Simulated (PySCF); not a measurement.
# 3-methyl-2-pentanone: geometry, NMR shifts, spin-spin couplings, electronic excitations and core binding energies

What NMR shifts, spin-spin couplings, electronic excitations and core binding energies should 3-methyl-2-pentanone (`CC[C@@H](C)C(C)=O`) show?

Programs: PySCF 2.14.0, with density-fitted response routines of our own. Each step states its level of theory. These are calculated values for one molecule in the gas phase, unless marked as measured. Atoms are numbered from 0 throughout.

## Step 1: The molecule as given

19 atoms, charge 0, multiplicity 1; geometry from: GFN2-xTB.

Bonds of the start (Å): C0–C1 1.52, C1–C2 1.53, C2–C3 1.53, C2–C4 1.52, C4–C5 1.51, C4–O6 1.20, C0–H7 1.09, C0–H8 1.09, C0–H9 1.09, C1–H10 1.09, C1–H11 1.09, C2–H12 1.09, C3–H13 1.09, C3–H14 1.09, C3–H15 1.09, C5–H16 1.09, C5–H17 1.09, C5–H18 1.09.

## Step 2: Relaxing the molecule at PBE0-D3(BJ)/def2-SVP

The job: settings as JSON, then the geometry in Å.

```
{"job": {"xc": "PBE0", "basis": "def2-SVP", "d3": "d3bj", "grid": 1, "kind": "geom"}, "charge": 0, "multiplicity": 1}
C     -1.987259     0.892098    -0.597021
C     -1.424685    -0.385262     0.014527
C      0.025425    -0.206358     0.472373
C      0.511404    -1.441668     1.239330
C      0.947093    -0.032038    -0.726964
C      2.053236     0.972971    -0.529299
O      0.815871    -0.664197    -1.743516
H     -1.952502     1.710954     0.119707
H     -1.413935     1.177011    -1.476492
H     -3.021601     0.743610    -0.897551
H     -1.456730    -1.186335    -0.725738
H     -2.037073    -0.683142     0.868399
H      0.101087     0.671821     1.121116
H     -0.117054    -1.614176     2.110201
H      0.465386    -2.317781     0.596562
H      1.538565    -1.312976     1.575010
H      2.561674     0.791836     0.414850
H      1.617848     1.970275    -0.492560
H      2.763448     0.922607    -1.350393
```

**Question.** This job is followed by: GIAO PBE0/pcSseg-1 NMR shielding, non-relativistic, gas phase; B3LYP/pcJ-1 indirect spin-spin coupling, non-relativistic, gas phase; TDDFT wB97X-D/def2-SVPD, vertical, gas phase, core orbitals frozen in the response; GIAO CAM-B3LYP/pcSseg-1 NMR shielding, non-relativistic, gas phase; delta-SCF UKS SCAN, pcX-2 on the ionised atom, pcseg-1 elsewhere, spin-free X2C. What will the session give for the following? point group; rotational constants (main isotopes); ¹³C shifts against TMS (PBE0/pcSseg-1); ¹H shifts against TMS (PBE0/pcSseg-1, means over atoms taken as alike); ¹⁷O shifts against H2O (PBE0/pcSseg-1); largest coupling of the table (B3LYP/pcJ-1); lowest singlet (wB97X-D/def2-SVPD); brightest single state of those computed; lowest triplet; vertical ionisation energy (ΔSCF); C1s binding energies, SCAN/pcX-2; O1s binding energies, SCAN/pcX-2; range of the shift of O6.

The runs gave:

```
                                                              quantity                                                                value
                                                           point group                                                                   C1
                                  rotational constants (main isotopes)                                                 3.08, 2.09, 1.64 GHz
                                ¹³C shifts against TMS (PBE0/pcSseg-1)                              216.9, 49.5, 32.3, 28.6, 21.2, 14.2 ppm
¹H shifts against TMS (PBE0/pcSseg-1, means over atoms taken as alike)                               2.12, 2.03, 1.89, 1.02, 0.90, 0.77 ppm
                                ¹⁷O shifts against H2O (PBE0/pcSseg-1)                                                            664.5 ppm
                           largest coupling of the table (B3LYP/pcJ-1)                                             ¹J(C,H) C1–H10, 135.3 Hz
                                    lowest singlet (wB97X-D/def2-SVPD)                                          4.44 eV (279 nm), f = 0.000
                              brightest single state of those computed                                          state 7, 8.33 eV, f = 0.079
                                                        lowest triplet                                                              3.92 eV
                                     vertical ionisation energy (ΔSCF)                                                              9.33 eV
                                      C1s binding energies, SCAN/pcX-2  C4 293.09, C5 290.98, C3 290.77, C2 290.69, C0 290.51, C1 290.47 eV
                                      O1s binding energies, SCAN/pcX-2                                                         O6 537.43 eV
                                              range of the shift of O6                                                   664.5 to 672.8 ppm
```

In words: C4 (ketone carbonyl carbon) lies farthest downfield among carbon, at 216.9 ppm; low-lying n→π* states of the double bond to the heteroatom give a large paramagnetic term (-284 ppm). H16, H17, H18 (mean) (hydrogen on a methyl carbon α to a carbonyl) lies farthest downfield among hydrogen, at 2.12 ppm; α to C=O. At PBE0/pcSseg-1: The widest tensor belongs to O6: span 1291 ppm, with a paramagnetic part of -733 ppm. In the run at B3LYP/pcJ-1, the largest coupling of the table is C1–H10, 135.3 Hz, of which the Fermi-contact term gives 133.7 Hz. Couplings across rotatable bonds belong to this one conformer; where others are populated, the observed values are averages. At wB97X-D/def2-SVPD, the highest states lie near or above the ionisation energy, where they hang on the basis. ΔSCF puts the ionisation energy at 9.33 eV, 0.25 eV above −ε(HOMO). C4 (ketone carbonyl carbon) binds its C1s electron 2.63 eV more tightly than C1 (sp3 CH2). Across the 2 runs the shift of O6 moves most, between 664.5 (PBE0/pcSseg-1) and 672.8 ppm (CAM-B3LYP/pcSseg-1). Part of that comes from the computed reference.
